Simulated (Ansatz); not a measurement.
**PO (Phosphorus monoxide) at UPBE0/STO-3G**

Aim: the electronic atomisation energy of PO (Phosphorus monoxide) at UPBE0/STO-3G, from 3 runs. 

Program for the calculation: Ansatz 0.2.0.

36 further runs of the same task are left out: 5 that didn't finish, 31 set aside as unsound or not needed.

### 1 The molecule

PO has 2 atoms, charge 0, and is taken as a doublet. As SMILES, `O=[P]`. The shape is that of a PBE0-D4/def2-TZVP optimisation.

Bond lengths: O1–P2 1.474 Å.

### 2 A single-point energy at UPBE0/STO-3G

run.yaml reads:

```yaml
crystal:
  periodic: [false, false, false]
  atoms:
    - {symbol: O, position_ang: [0.000000, -0.000000, -0.009450]}
    - {symbol: P, position_ang: [-0.000000, 0.000000, 1.464540]}
basis:
  gaussian: {orbitals: STO-3G}
hamiltonian: {xc: pbe0}
magnetization: {spin_polarized: true, initial_magnetization: 1}
accuracy: high
```

Run with:

```bash
$ ansatz run run.yaml --threads 1 --pin off --max-ram 3480MiB --events-out events.jsonl --progress --plain --runs-dir runs
```

Standard output:

```text
Warning: RAYON_NUM_THREADS=1 ignored (pool sized by the plan → 1); use --threads N
Functional definition: PBE0
  name "PBE0"
  parameter a = 0.25
  parameter kappa = 0.804
  parameter beta = 0.06672455060314922
  exchange = (1 - a)*pbe_x(kappa = kappa, mu = beta*pi^2/3) + a*exact_x
  correlation = pbe_c(beta = beta)
224 factors; integrals over basis functions are off by at most 1.2e-8 eV
mean field evaluation 1: about -11191.9069 eV, gradient 1.9e1 eV
mean field evaluation 2: about -11172.1250 eV, gradient 5.9e1 eV
mean field evaluation 4: about -11194.6878 eV, gradient 5.4e-1 eV
mean field evaluation 8: about -11194.6910 eV, gradient 1.4e-1 eV
mean field evaluation 16: about -11194.6911 eV, gradient 6.7e-8 eV
mean field -11194.69107044 eV, -411.3973088044 hartree, gradient 6.8e-8 eV, S^2 0.750468; 0 other end points of the search recorded, 0 dependent functions left out
reference -11194.69107120 eV, -411.3973088324 hartree; 12, 11 occupied and 2, 3 virtual orbitals, 224 factors
Total energy: -11194.69107120 eV, -411.3973088324 hartree
```

Run time: 0.64 s. Hardware: 1 thread of Intel Xeon Platinum 8488C (Sapphire Rapids), shared host; peak memory 0.11 GiB.

### 3 The O atom, same level

in.yaml reads:

```yaml
crystal:
  periodic: [false, false, false]
  atoms:
    - {symbol: O, position_ang: [0.000000, 0.000000, 0.000000]}
basis:
  gaussian: {orbitals: STO-3G}
magnetization: {spin_polarized: true, initial_magnetization: 2}
hamiltonian: {xc: pbe0}
accuracy: high
```

Run with:

```bash
$ ansatz run in.yaml --threads 1 --pin off --max-ram 3480MiB --events-out events.jsonl --progress --plain --runs-dir runs
```

Standard output:

```text
Warning: RAYON_NUM_THREADS=1 ignored (pool sized by the plan → 1); use --threads N
[... 7 set-up lines as earlier in the session ...]
15 factors; integrals over basis functions are off by at most 1.1e-9 eV
mean field evaluation 1: about -2013.0005 eV, gradient 2.2e-12 eV
mean field evaluation 2: about -2013.0012 eV, gradient 1.9e-11 eV
mean field -2013.00119857 eV, -73.9764295864 hartree, gradient 0.0e0 eV, S^2 2.000000; 0 other end points of the search recorded, 0 dependent functions left out
reference -2013.00119893 eV, -73.9764295996 hartree; 5, 3 occupied and 0, 2 virtual orbitals, 15 factors
Total energy: -2013.00119893 eV, -73.9764295996 hartree
```

It took 0.14 s on 1 thread of Intel Xeon Platinum 8488C (Sapphire Rapids), shared host.

### 4 The P atom, same level

molecule.yaml reads:

```yaml
basis:
  gaussian: {orbitals: STO-3G}
crystal:
  periodic: [false, false, false]
  atoms:
    - {symbol: P, position_ang: [0.000000, 0.000000, 0.000000]}
magnetization: {spin_polarized: true, initial_magnetization: 3}
hamiltonian: {xc: {name: PBE0}}
accuracy: high
```

Run the same way, it converges to -337.24015 Eh (log not shown).

### 5 Summary of results

At UPBE0/STO-3G:

| quantity | value |
| --- | --- |
| molecule: total energy | -411.39731 Eh |
| molecule: ⟨S²⟩ | 0.750 |
| O atom: total energy | -73.97643 Eh |
| O atom: ⟨S²⟩ | 2.000 |
| P atom: total energy | -337.24015 Eh |
| P atom: ⟨S²⟩ | 3.750 |
| electronic atomisation energy | 4.918 eV |

**Reading.** Taking the molecule apart into free atoms costs 4.92 eV (475 kJ/mol), before zero-point energy and without spin-orbit coupling. In a minimal basis such a difference can be off by several eV, whatever the method.
